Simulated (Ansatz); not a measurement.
# AgRh under changes of volume

One of the cells (16.064 Å³/atom); the others are scaled copies at fixed shape and fractional positions:

```
CELL_PARAMETERS angstrom
2.77759 0.00000 0.00000
-1.38879 2.40546 0.00000
0.00000 0.00000 4.80860
ATOMIC_POSITIONS crystal
Ag 0.00000 0.00000 0.50000
Rh 0.66667 0.33333 0.00000
```

The cell comes from a database or a generator and needn't be the stable form of this composition.

- Program: Ansatz 0.2.0
- Functional: PBE0
- Potentials or basis: Ansatz PAW
- Cutoff: 420 eV (not typed: the program's choice for these potentials)
- k mesh: 6 × 6 × 4
- Occupations: fermi-dirac, width 0.05 eV
- Spin: no spin polarisation

```csv
volume (Å³/atom),energy over the lowest point (meV/atom),pressure (GPa)
15.100,2.94,3.4
15.421,0.00,-0.4
15.743,4.17,-3.7
16.064,14.51,-6.6
16.385,?,?
16.707,50.79,-11.3
17.028,75.27,-13.2
```

What does the run at 16.385 Å³/atom give?

Energy over the lowest point 30.31 meV/atom; pressure -9.1 GPa.

Worked out: A Birch-Murnaghan fit of order 3 (a polynomial in V^(-2/3)) to the other rows has its minimum at 15.39 Å³/atom with B0 = V·E''(V) = 172 GPa and B' = 5.6 at fixed shape and positions, which overstates the stiffness. It gives 30.28 meV/atom at 16.385 Å³/atom, against the run's 30.31, and -dE/dV = -9.1 GPa, against -9.1.

Energies are extrapolated to zero smearing.

Caveats: all runs use coarse meshes; the PAW data sets come from PBE, with cores solved anew for the run's functional, which leaves a small shift of forces and pressure; the thresholds are loose for stress.
